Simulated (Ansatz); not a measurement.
**Cu: a tetragonal deformation path**

An exercise on one series of results from a longer session: the logs are not shown, and one member is left open.

Method: DFT r2SCAN, scalar-relativistic, plane waves, PAW, in Ansatz 0.2.0.

## The system as given

It takes space group I4/mmm (No. 139, tetragonal). The conventional cell has a = 2.886 Å, b = 2.886 Å, c = 2.752 Å, α = 90.00°, β = 90.00°, γ = 90.00°. Cu (site symmetry 4/mmm) has 10 Cu at 2.46 to 2.75 Å as nearest neighbours.

Coordinates:

```
Cu
1.0
    -1.44279    1.44279    1.37608
     1.44279   -1.44279    1.37608
     1.44279    1.44279   -1.37608
Cu
1
Direct
  0.00000 0.00000 0.00000
```

It goes back to an entry of the Materials Project, which need not be the stable form.

No relaxation comes first: the listed cell is the starting point.

## Zero of energy

Reference values: F = -6631.2034 eV; pressure 0.29 GPa; largest force 0.000 eV/Å; gap on the mesh none (metal). It was computed beforehand with the settings of the runs below.

Set-up of the first run:

At fixed volume and fractional coordinates, lengths along (0.000, 0.000, 1.000) are scaled against those across it; ρ is that ratio over its starting value.

File input.yaml:

```yaml
crystal:
  lattice:
    - [-1.5231095727, 1.5231095727, 1.2347814342]
    - [1.5231095727, -1.5231095727, 1.2347814342]
    - [1.5231095727, 1.5231095727, -1.2347814342]
  atoms:
    - { symbol: Cu, position: [0.0, 0.0, 0.0] }
basis:
  ecutwfc: 500
kpoints:
  mp_grid: { grid: [26, 26, 26] }
hamiltonian:
  xc: r2scan
scf:
  occupations: { method: gaussian, width: 0.15 }
output:
  forces: true
  stress: true
  eigenvalues: true
```

Run with:

```console
ansatz run input.yaml --threads 1 --pin off --max-ram 2560MiB --backend cpu --events-out ev --progress --plain --runs-dir out
```

Steps of the session up to this table: Point ρ = 0.850; ρ = 1.200; ρ = 0.920; ρ = 1.100; At ρ = 0.960; ρ = 1.050; ρ = 0.800; Point ρ = 1.300.

One table of the session follows, with a row left open; its other results are not shown here.

It belongs to the step «The scan collected». Collected from the runs (energy zero: the undisturbed cell):

| ρ | ΔE (meV/atom) | pressure (GPa) |
| --- | --- | --- |
| 0.800 | 73.9 | 4.6 |
| 0.850 | 29.1 | 2.4 |
| 0.920 | 4.4 | 0.8 |
| 0.960 | 0.7 | 0.4 |
| 1.000 | 0.0 | 0.3 |
| 1.050 | 0.0 | 0.2 |
| 1.100 | -0.8 | 0.3 |
| 1.200 | ? | ? |
| 1.300 | -20.6 | 0.1 |

Estimate the missing values for ρ = 1.200.

Worked estimate for «ΔE (meV/atom)». A straight line through the neighbours (1.100, -0.8) and (1.300, -20.6) gives -0.8 + (-20.6 + 0.8) × (1.200 − 1.100) / (1.300 − 1.100) = -10.7; a parabola fitted to 3 rows on both sides gives -7.4.

**Answer.** ΔE (meV/atom): -8.0; pressure (GPa): 0.3. In «ΔE (meV/atom)» the line misses by -2.7 and the parabola by +0.6.
